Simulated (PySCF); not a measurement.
**C3H6BClSi: electronic excitations and core binding energies**

What electronic excitations and core binding energies should C3H6BClSi (`BC1=C[SiH2][C@@H]1Cl`) show?

Programs: PySCF 2.14.0, with density-fitted response routines of our own. Each step states its level of theory. These are calculated values for one molecule in the gas phase, unless marked as measured. Atoms count from 0, in the outputs and in this text.

### 1 The molecule as given

12 atoms, charge 0, multiplicity 1; geometry from: GFN2-xTB.

Bonds of the start (Å): B0–C1 1.54, C1–C2 1.36, C2–Si3 1.89, Si3–C4 1.94, C4–Cl5 1.79, C4–C1 1.52, B0–H6 1.17, B0–H7 1.17, C2–H8 1.08, Si3–H9 1.46, Si3–H10 1.46, C4–H11 1.09.

### 2 Ultraviolet spectrum: wB97X-D/def2-SVPD

What the job is given:

```
{"job": {"kind": "uv", "xc": "wB97X-D", "basis": "def2-SVPD", "nstates": 8, "ntriplets": 3}, "charge": 0, "multiplicity": 1}
B      2.120895     0.197456    -0.101638
C      0.587856     0.071778    -0.166698
C     -0.264829     0.312769    -1.192324
Si    -1.845508    -0.142937    -0.262062
C     -0.341576    -0.403646     0.934001
Cl    -0.277451     0.669450     2.366929
H      2.718722    -0.346704     0.742490
H      2.682152     0.825304    -0.912727
H      0.016660     0.632857    -2.183240
H     -2.546287    -1.361400    -0.661619
H     -2.742198     0.944773     0.105347
H     -0.107238    -1.400385     1.305513
```

Level: TDDFT wB97X-D/def2-SVPD, vertical, gas phase, core orbitals frozen in the response.

Run with:

```bash
$ OMP_NUM_THREADS=1 python probes_run.py task.json out
```

The driver reads the jobs from task.json and runs them one after another.

**Question.** This job is followed by: delta-SCF UKS SCAN, pcX-2 on the ionised atom, pcseg-1 elsewhere, spin-free X2C. Predict these results of the whole session: lowest singlet (wB97X-D/def2-SVPD); brightest single state of those computed; lowest triplet; C1s binding energies, SCAN/pcX-2; Si1s binding energies, SCAN/pcX-2; Si2p binding energies, SCAN/pcX-2; Cl1s binding energies, SCAN/pcX-2; Cl2p binding energies, SCAN/pcX-2.

The runs gave:

| quantity | value |
| --- | --- |
| lowest singlet (wB97X-D/def2-SVPD) | 4.45 eV (279 nm), f = 0.005 |
| brightest single state of those computed | state 4, 5.45 eV, f = 0.092 |
| lowest triplet | 3.49 eV |
| C1s binding energies, SCAN/pcX-2 | C4 291.45, C1 290.49, C2 290.33 eV |
| Si1s binding energies, SCAN/pcX-2 | Si3 1846.76 eV |
| Si2p binding energies, SCAN/pcX-2 | Si3 107.24 eV |
| Cl1s binding energies, SCAN/pcX-2 | Cl5 2828.07 eV |
| Cl2p binding energies, SCAN/pcX-2 | Cl5 206.04 eV |

In words: The lowest singlet, at 4.45 eV, is HOMO→LUMO 0.78 and is weak; of the 8 states computed, the strongest absorption comes from state 4 at 5.45 eV. The lowest triplet lies 0.96 eV below the lowest singlet (triplets in Tamm-Dancoff, singlets in full TDDFT). C4 (allylic sp3 CH bonded to Cl and Si) binds its C1s electron 1.12 eV more tightly than C2 (alkene CH).
